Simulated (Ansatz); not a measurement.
# C2H8ClNOSi2: one species, many methods

An exercise on one series of results from a longer session: the logs are not shown, and one member is left open.

Method: functionals in def2-TZVPP, the program's frozen cores in correlated methods; program: Ansatz 0.2.0, Gaussian basis.

The runs, in order: PBE-D4, r2SCAN-D4, PBE0-D4, B3LYP-D4, ωB97X-V, ωB97M-V, B2PLYP; CCSD(T)/def2-TZVPP; MP2/def2-QZVPP; extrapolation to the limit.

## The geometry

The geometry comes from an earlier relaxation with PBE0-D4 in a triple-zeta def2 set; it is a stationary point, not always the lowest conformer.

SMILES `C=C[Si](N)(Cl)O[SiH3]`, 15 atoms, charge 0, spin multiplicity 1.

Atoms are counted from 1 here; the program's logs count them from 0.

Bond lengths: C1–C2 1.330 Å, C1–H8 1.086 Å, C1–H9 1.086 Å, C2–Si3 1.841 Å, C2–H10 1.088 Å, Si3–N4 1.695 Å, Si3–Cl5 2.063 Å, Si3–O6 1.630 Å, N4–H11 1.006 Å, N4–H12 1.006 Å, O6–Si7 1.639 Å, Si7–H13 1.484 Å, Si7–H14 1.487 Å, Si7–H15 1.484 Å. Angles: C2–C1–H8 121.4°, C2–C1–H9 122.1°, H8–C1–H9 116.5°, C1–C2–Si3 123.0°, C1–C2–H10 118.9°, Si3–C2–H10 118.1°, C2–Si3–N4 110.9°, C2–Si3–Cl5 111.6°, C2–Si3–O6 107.0°, N4–Si3–Cl5 104.6°, N4–Si3–O6 115.7°, Cl5–Si3–O6 107.0°, Si3–N4–H11 121.5°, Si3–N4–H12 121.7°, H11–N4–H12 112.6°, Si3–O6–Si7 142.4°, O6–Si7–H13 110.4°, O6–Si7–H14 110.5° and more.

Coordinates:

```csv
atom,x (Å),y (Å),z (Å)
C1,1.2640,-1.8582,-1.1687
C2,0.9030,-1.7340,0.1055
Si3,0.0143,-0.2589,0.7561
N4,-1.4200,-0.7138,1.5371
Cl5,1.1131,0.7114,2.2081
O6,-0.1561,0.7811,-0.4876
Si7,-0.3868,2.3668,-0.8320
H8,1.0578,-1.0762,-1.8930
H9,1.7794,-2.7395,-1.5400
H10,1.1315,-2.5422,0.7974
H11,-2.0999,-1.3036,1.0870
H12,-1.8170,-0.1616,2.2782
H13,0.8721,3.1271,-0.6331
H14,-1.4483,2.9401,0.0368
H15,-0.8070,2.4616,-2.2517
```

Set-up of the first run:

Contents of in.yaml:

```yaml
crystal:
  periodic: [false, false, false]
  atoms:
    - {symbol: C, position_ang: [1.263960, -1.858162, -1.168685]}
    - {symbol: C, position_ang: [0.903014, -1.734008, 0.105476]}
    - {symbol: Si, position_ang: [0.014327, -0.258886, 0.756108]}
    - {symbol: N, position_ang: [-1.419988, -0.713838, 1.537137]}
    - {symbol: Cl, position_ang: [1.113116, 0.711356, 2.208053]}
    - {symbol: O, position_ang: [-0.156075, 0.781100, -0.487609]}
    - {symbol: Si, position_ang: [-0.386846, 2.366793, -0.831961]}
    - {symbol: H, position_ang: [1.057822, -1.076163, -1.893012]}
    - {symbol: H, position_ang: [1.779358, -2.739546, -1.540016]}
    - {symbol: H, position_ang: [1.131484, -2.542198, 0.797388]}
    - {symbol: H, position_ang: [-2.099915, -1.303569, 1.086956]}
    - {symbol: H, position_ang: [-1.817001, -0.161623, 2.278185]}
    - {symbol: H, position_ang: [0.872064, 3.127056, -0.633096]}
    - {symbol: H, position_ang: [-1.448335, 2.940098, 0.036779]}
    - {symbol: H, position_ang: [-0.806985, 2.461600, -2.251701]}
basis:
  gaussian: {orbitals: def2-TZVPP}
hamiltonian: {xc: pbe, dispersion: d4}
output: {forces: true, orbitals: {seedname: orbitals}}
```

Command:

```
ansatz run in.yaml --threads 2 --pin off --events-out ev --progress --plain --max-ram 32768MiB --backend cuda --devices 0, --max-vram 18GiB
```

Steps of the session up to this table: PBE-D4 (GGA); r2SCAN-D4 (meta-GGA); PBE0-D4 (hybrid); B3LYP-D4 (hybrid); ωB97X-V (range-separated); ωB97M-V (range-separated); B2PLYP (double hybrid); CCSD(T) in def2-TZVPP; MP2 in def2-QZVPP.

One table of the session follows, with a row left open; its other results are not shown here.

It belongs to the step «Atomisation energies». 

| method | atomisation energy (kJ/mol) |
| --- | --- |
| PBE-D4 | ? |
| r2SCAN-D4 | 5728.3 |
| PBE0-D4 | 5705.0 |
| B3LYP-D4 | 5723.1 |
| ωB97X-V | 5751.0 |
| ωB97M-V | 5752.7 |
| B2PLYP | 5659.2 |
| HF/def2-TZVPP | 4211.4 |
| MP2/def2-TZVPP | 5669.9 |
| CCSD/def2-TZVPP | 5489.0 |
| CCSD(T)/def2-TZVPP | 5571.5 |
| MP2/CBS | 5838.0 |
| CCSD(T)/CBS | 5739.6 |

**Question.** Estimate the row for PBE-D4.

As computed: atomisation energy (kJ/mol): 5785.8. In the column «atomisation energy (kJ/mol)» it lies between ωB97M-V (5752.7) and MP2/CBS (5838.0).
